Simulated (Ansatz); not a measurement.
A run of Ansatz 0.2.0 is set up as follows.

Contents of input.yaml:

```yaml
crystal:
  lattice:
    - [4.1981056157, 0.0, 0.0]
    - [-2.0990528078, 3.6356661109, 0.0]
    - [0.0, 0.0, 3.306847]
  atoms:
    - { symbol: Sn, position: [0.3333333333, 0.6666666667, 0.5] }
    - { symbol: Al, position: [0.0, 0.0, 0.0] }
hamiltonian:
  xc: lda
  pseudopotentials: { kind: paw }
kpoints:
  mp_grid: { grid: [7, 7, 8] }
scf:
  occupations: { method: fermi_dirac, width: 0.05 }
output:
  forces: true
  stress: true
  eigenvalues: true
relax:
  f_tol: 0.01
  max_steps: 40
  cell: { stress_tol: 0.05 }
```

Potentials or basis: Ansatz PAW.

Command:

```sh
$ ansatz run input.yaml --threads 2 --pin off --max-ram 5632MiB --backend cpu --events-out ev --progress --plain --runs-dir out
```

Problem. Predict the relaxed cell.

Solution. a = 4.104 Å, b = 4.104 Å, c = 3.259 Å, α = 90.00°, β = 90.00°, γ = 120.00°.

Problem. What does it give for the space group after relaxing (to 0.05 Å)?

Solution. P-6m2 (No. 187).

Problem. What does it give for the band gap on the k mesh?

Solution. None (metal or under the smearing width).

Final structure:
```
CELL_PARAMETERS angstrom
4.10359 0.00000 0.00000
-2.05180 3.55381 0.00000
0.00000 0.00000 3.25855
ATOMIC_POSITIONS crystal
Sn 0.33333 0.66667 0.50000
Al 0.00000 0.00000 0.00000
```
